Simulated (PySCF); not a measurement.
**Bi(CN)3: other functionals and bases at one geometry**

The task here is to estimate one member of a computed series from the others.

The runs use PySCF 2.14.0; several levels, as the steps say, no spin–orbit coupling.

1 further run of the same task is left out (for a known fault of the program).

## Starting geometry

7 atoms, charge 0, spin multiplicity 1.

Bond lengths: Bi1–C2 2.222 Å, Bi1–C4 2.222 Å, Bi1–C6 2.222 Å, C2–N3 1.161 Å, C4–N5 1.161 Å, C6–N7 1.161 Å. Angles: C2–Bi1–C4 92.5°, C2–Bi1–C6 92.5°, C4–Bi1–C6 92.5°, Bi1–C2–N3 173.4°, Bi1–C4–N5 173.4°, Bi1–C6–N7 173.4°.

Coordinates:

```
atom    x (Å)    y (Å)    z (Å)
 Bi1   0.0000   0.0000   1.1906
  C2   1.8538   0.0000  -0.0350
  N3   2.8889   0.0000  -0.5598
  C4  -0.9269   1.6054  -0.0350
  N5  -1.4444   2.5018  -0.5598
  C6  -0.9269  -1.6054  -0.0350
  N7  -1.4444  -2.5018  -0.5598
```

Formal oxidation states: Bi +3. An earlier session relaxed this geometry at PBE0, Bi def2-SVP with ECP60, C def2-SVP, N def2-SVP (singlet, point group C3v).

At PBE0 on the finer grid: E = -492.568633 Eh, HOMO -9.90 eV, LUMO -2.74 eV, Mulliken charge on Bi1 +1.06 e, largest force component 0.004 eV/Å. 

Levels to run: revPBE; TPSSh; PBE0, TZVP. Hardware: 2 threads of Arm Neoverse V1, shared host.

The first run:

File run.py (the lines that set the calculation):

```python
mol = gto.M(atom='''
Bi     0.00000     0.00000     1.19062
C      1.85376     0.00000    -0.03503
N      2.88885     0.00000    -0.55980
C     -0.92688     1.60540    -0.03503
N     -1.44442     2.50182    -0.55980
C     -0.92688    -1.60540    -0.03503
N     -1.44443    -2.50182    -0.55980''',
    basis={'Bi': 'def2-SVP', 'C': 'def2-SVP', 'N': 'def2-SVP'},
    ecp={'Bi': 'def2-SVP'},
    charge=0, spin=0)
mf = dft.RKS(mol, xc='PBE_R,PBE')
mf.grids.atom_grid = (75, 302)
mf = mf.density_fit()  # fitting sets: Bi def2-universal-JKFIT, C def2-universal-JKFIT, N def2-universal-JKFIT
mf.conv_tol = 1e-08; mf.max_cycle = 55
mf.kernel(dm0)  # dm0: the density of the relaxed state
```

The run is started by

```console
OMP_NUM_THREADS=2 python run.py
```

Among the steps run: revPBE; TPSSh; PBE0, TZVP.

One of the session's tables, all rows but one given; the rest of the session is left out.

| level | HOMO (eV) | gap (eV) | charge on Bi1 (e) | dipole (D) | largest force component (eV/Å) |
| --- | --- | --- | --- | --- | --- |
| PBE0 (relaxed here) | -9.90 | 7.15 | 1.06 | 6.40 | 0.00 |
| revPBE | -8.39 | 5.07 | 0.95 | 6.09 | 1.78 |
| TPSSh | -9.13 | 6.04 | 1.05 | 6.33 | 0.63 |
| PBE0, TZVP | ? | ? | ? | ? | ? |

Estimate the missing values for PBE0, TZVP.

As computed: HOMO (eV): -10.02; gap (eV): 7.08; charge on Bi1 (e): 1.02; dipole (D): 6.54; largest force component (eV/Å): 0.82. In the column «HOMO (eV)» it is the lowest.

In one basis the HOMO–LUMO gap runs from 5.07 eV (revPBE) to 7.15 eV (PBE0). The largest leftover force, 1.78 eV/Å with revPBE, stands at a geometry relaxed at another level. Total energies of different levels can't be compared.
